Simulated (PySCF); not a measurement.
# C4H10GeSi: electronic excitations

Wanted: the electronic excitations of C4H10GeSi (`C[SiH2]CC#[C][GeH3]`), by calculation.

Computed with PySCF 2.14.0, with density-fitted response routines of our own, on a single molecule in the gas phase. Atoms are numbered from 0 throughout.

### 1 The starting structure

16 atoms, charge 0, multiplicity 1; geometry from: GFN2-xTB.

Bonds of the start (Å): C0–Si1 1.90, Si1–C2 1.92, C2–C3 1.44, C3–C4 1.21, C4–Ge5 1.88, C0–H6 1.09, C0–H7 1.09, C0–H8 1.09, Si1–H9 1.47, Si1–H10 1.47, C2–H11 1.09, C2–H12 1.09, Ge5–H13 1.49, Ge5–H14 1.49, Ge5–H15 1.49.

### 2 Ultraviolet spectrum: PBE0/def2-SVPD

The job: settings as JSON, then the geometry in Å.

```
{"job": {"kind": "uv", "xc": "PBE0", "basis": "def2-SVPD", "nstates": 8, "ntriplets": 3}, "charge": 0, "multiplicity": 1}
C     -2.169438     0.660458     0.711350
Si    -1.913521    -0.299518    -0.902425
C     -0.419300    -1.483238    -0.675343
C      0.764690    -0.763182    -0.287841
C      1.736062    -0.127589     0.045611
Ge     3.253951     0.852195     0.569838
H     -2.966027     1.392143     0.615019
H     -1.262370     1.190152     0.991449
H     -2.429706    -0.002351     1.532609
H     -1.628771     0.613658    -2.014743
H     -3.083390    -1.131727    -1.218141
H     -0.644283    -2.229508     0.090162
H     -0.223262    -2.018630    -1.606168
H      4.456044     0.373769    -0.174917
H      3.038884     2.301636     0.276090
H      3.482837     0.680676     2.036040
```

Level: TDDFT PBE0/def2-SVPD, vertical, gas phase, core orbitals frozen in the response.

On the command line:

```console
$ OMP_NUM_THREADS=1 python probes_run.py task.json out
```

One launch serves the whole session: the jobs run in the order shown.

Standard output:

```text
coarse grid: 59272 points
cycle   1  E = -2523.7735757945  dE = -2.280e-01  |g| = 5.698e-01  |ddm| = 7.036e+00
cycle   2  E = -2523.7548921637  dE =  1.868e-02  |g| = 6.333e-01  |ddm| = 2.260e+00
cycle   3  E = -2523.8372990178  dE = -8.241e-02  |g| = 7.210e-02  |ddm| = 1.230e+00
cycle   4  E = -2523.8378160834  dE = -5.171e-04  |g| = 5.991e-02  |ddm| = 2.054e-01
cycle   5  E = -2523.8387108459  dE = -8.948e-04  |g| = 8.480e-03  |ddm| = 1.172e-01
cycle   6  E = -2523.8387295923  dE = -1.875e-05  |g| = 2.413e-03  |ddm| = 2.969e-02
cycle   7  E = -2523.8387309435  dE = -1.351e-06  |g| = 2.850e-04  |ddm| = 6.797e-03
final grid: 123520 points
cycle   8  E = -2523.8387120518  dE = -8.984e-08  |g| = 2.488e-04  |ddm| = 1.234e-02
cycle   9  E = -2523.8387120525  dE = -6.298e-10  |g| = 2.541e-04  |ddm| = 1.135e-03
cycle  10  E = -2523.8387120692  dE = -1.676e-08  |g| = 4.163e-05  |ddm| = 5.298e-04
cycle  11  E = -2523.8387120695  dE = -3.206e-10  |g| = 1.900e-05  |ddm| = 1.184e-04
converged SCF energy = -2523.8387120695

Static polarisability (au): isotropic 106.206, principal 84.860 93.470 140.289

Singlet excitations
state   eV       nm        f      main configurations
  1   5.9463    208.5   0.00015   H->L+2 0.35, H->L+1 0.28, H->L 0.20
  2   6.2189    199.4   0.03512   H->L+1 0.35, H->L 0.19, H-1->L+2 0.14
  3   6.3049    196.6   0.00042   H-1->L+1 0.50, H-1->L 0.26
  4   6.5722    188.6   0.00206   H->L 0.45, H->L+2 0.45
  5   6.8782    180.3   0.00788   H-1->L 0.51, H-1->L+2 0.36
  6   7.0288    176.4   0.00765   H->L+3 0.94
  7   7.2259    171.6   0.06136   H->L+4 0.81, H->L+2 0.09
  8   7.3573    168.5   0.02638   H-1->L+3 0.86

Triplet excitations (Tamm-Dancoff, eV): 4.9916 5.4102 5.4368
```

It took 93 s on 1 thread of Arm Neoverse N1, shared host; peak memory 0.86 GiB.

The orbitals next to the gap, with their largest atomic shares:

```csv
orbital,eV,atoms
HOMO−3,-9.49,"Si1 36 %, H9 24 %, H10 21 %"
HOMO−2,-9.18,"C0 41 %, Si1 26 %, H9 6 %"
HOMO−1,-7.61,"C4 38 %, C3 36 %, C2 8 %"
HOMO,-7.28,"C4 35 %, C3 30 %, C2 12 %"
LUMO,0.28,"Ge5 22 %, Si1 14 %, C4 12 %"
LUMO+1,0.42,"Ge5 23 %, C4 19 %, C3 19 %"
LUMO+2,0.49,"Ge5 33 %, C4 16 %, C3 15 %"
```

With each of the 8 states as a Gaussian band of 0.4 eV half-width at 1/e, the curve within the window shown has maxima at 198 nm (ε 1,500), 172 nm (ε 3,800) L/(mol cm). Beyond the last state computed it falls off for lack of states. The curve at chosen wavelengths:

nm, ε (L/mol/cm) and a bar:
```
      162       1418 ###########
      165       2461 ####################
      168       3397 ###########################
      170       3760 ##############################
      173       3770 ##############################
      176       3241 ##########################
      179       2481 ####################
      181       2002 ################
      184       1474 ############
      187       1229 ##########
      190       1224 ##########
      192       1300 ##########
      195       1440 ###########
      198       1517 ############
      201       1471 ############
      203       1372 ###########
      206       1146 #########
      209        879 #######
      212        623 #####
      214        476 ####
      217        299 ##
      220        177 #
      223         99 #
      225         65 
      228         33 
      231         16
```

Leading natural transition orbitals of singlet state 7: the hole lies on C4 39 %; C3 27 %; C2 9 %; the particle on 4 H atoms about 12 % each; H8, H9, H10 about 9 % each.

Leading natural transition orbitals of singlet state 1: the hole lies on C4 43 %; C3 31 %; C2 7 %; the particle on C3, C4 about 29 % each; H15 8 %; Ge5 7 %.

Ground-state properties from the same run:

```csv
property,computed
dipole moment (D),1.04
polarisability (Å³),15.74
HOMO–LUMO gap (eV),7.55
−ε(HOMO) (eV),7.28
```

Orbitals, density, ELF and potential are computed afterwards from the orbital file.

Frontier orbitals at PBE0/def2-SVPD, with the share of their density that lies nearest to each atom:

```csv
orbital,energy (eV),lies on
HOMO,-7.28,C4 40 %; C3 28 %; C2 9 %
LUMO,0.28,H14 12 %; C4 12 %; C3 9 %
```

ELF in a plane through or near 7 of the atoms.

Values, 10 rows by 14 columns:
```
0.00 0.00 0.00 0.00 0.00 0.00 0.00 0.00 0.00 0.00 0.00 0.00 0.00 0.00
0.00 0.00 0.00 0.00 0.00 0.00 0.00 0.00 0.00 0.00 0.00 0.00 0.00 0.00
0.00 0.00 0.00 0.01 0.01 0.00 0.00 0.60 0.24 0.84 0.72 0.00 0.00 0.00
0.00 0.00 0.03 0.22 0.21 0.01 0.00 0.99 0.96 0.92 0.71 0.00 0.00 0.00
0.00 0.00 0.13 0.19 0.17 0.47 0.32 0.05 0.71 0.87 0.09 0.00 0.00 0.00
0.00 0.06 0.82 0.20 0.19 0.40 0.85 0.29 0.45 0.07 0.94 0.85 0.00 0.00
0.00 0.05 0.99 0.93 0.15 0.75 0.41 0.63 0.74 0.36 1.00 0.97 0.00 0.00
0.00 0.00 0.06 0.05 0.01 0.24 0.10 0.92 0.94 0.02 0.20 0.03 0.00 0.00
0.00 0.00 0.00 0.00 0.00 0.00 0.00 0.71 0.76 0.00 0.00 0.00 0.00 0.00
0.00 0.00 0.00 0.00 0.00 0.00 0.00 0.00 0.00 0.00 0.00 0.00 0.00 0.00
```
The map spans 14.0 Å across and 10.1 Å up, centred on the molecule. Atoms in the plane (x, y in Å): C0 (1.9, 1.4), C2 (0.8, -1.5), C3 (-0.6, -0.9), C4 (-1.7, -0.5), Ge5 (-3.4, 0.3), H7 (0.9, 1.8), H12 (0.8, -2.5).

On the surface of density 0.002 e/bohr³ the electrostatic potential runs, from the 1st to the 99th percentile, from -0.82 V near C4 to 0.99 V near H11.

### 3 Summary of results

```
                                quantity                        value
         lowest singlet (PBE0/def2-SVPD)  5.95 eV (209 nm), f = 0.000
brightest single state of those computed  state 7, 7.23 eV, f = 0.061
                          lowest triplet                      4.99 eV
   surface potential, 1st and 99th percentile           -0.82 V and 0.99 V
```

What this shows: The first singlet state (HOMO→LUMO+2 0.35, HOMO→LUMO+1 0.28) lies at 5.95 eV and is dark; of the 8 states computed, the strongest absorption comes from state 7 at 7.23 eV. The lowest triplet lies 0.95 eV below the lowest singlet (triplets in Tamm-Dancoff, singlets in full TDDFT).
